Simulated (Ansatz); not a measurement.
# NiTeS: the cost of one run

Code: Ansatz 0.2.0. PAW datasets, plane waves, zero pressure. No spin polarisation and no zero-point or thermal motion; the cell was built from a prototype and may be hypothetical.

**1. The structure to begin with**

In-plane lattice: a = 3.671 Å, b = 3.671 Å, γ = 120.0°; thickness between the outer nuclei 2.98 Å. Ni has 3 S at 2.59 Å and 3 Te at 2.59 Å; S has 3 Ni at 2.59 Å; Te has 3 Ni at 2.59 Å.

The structure in full:

```
CELL_PARAMETERS angstrom
3.67133 0.00000 0.00000
-1.83566 3.17946 0.00000
0.00000 0.00000 18.00000
ATOMIC_POSITIONS crystal
Ni 0.00000 0.00000 0.50000
S 0.33333 0.66667 0.58288
Te 0.66667 0.33333 0.41712
```
The sheet repeats along a and b alone.

**2. PBE: cell and atoms**

File input.yaml:

```yaml
crystal:
  lattice:
    - [3.67132622, 0.0, 0.0]
    - [-1.83566311, 3.1794617721, 0.0]
    - [0.0, 0.0, 18.0]
  atoms:
    - { symbol: Ni, position: [0.0, 0.0, 0.5] }
    - { symbol: S, position: [0.3333333333, 0.6666666667, 0.5828777476] }
    - { symbol: Te, position: [0.6666666667, 0.3333333333, 0.4171222524] }
  periodic: [true, true, false]
kpoints:
  mp_grid: { grid: [12, 12, 1] }
hamiltonian:
  xc: pbe
scf:
  occupations: { method: fermi_dirac, width: 0.02 }
relax:
  f_tol: 0.005
  cell: {}
output:
  write_density: true
  write_potential: true
  elf: true
  volumetric_format: npy
```

Command:

```bash
ansatz run input.yaml --threads 4 --pin off --max-ram 5529MiB --backend cpu --events-out ev --progress --plain --runs-dir out
```

**Question.** How long does this run take on 4 threads of AMD EPYC 7R13 (Zen 3), shared host, and how much memory does it need?

About 36 s, with a peak of 0.75 GiB.
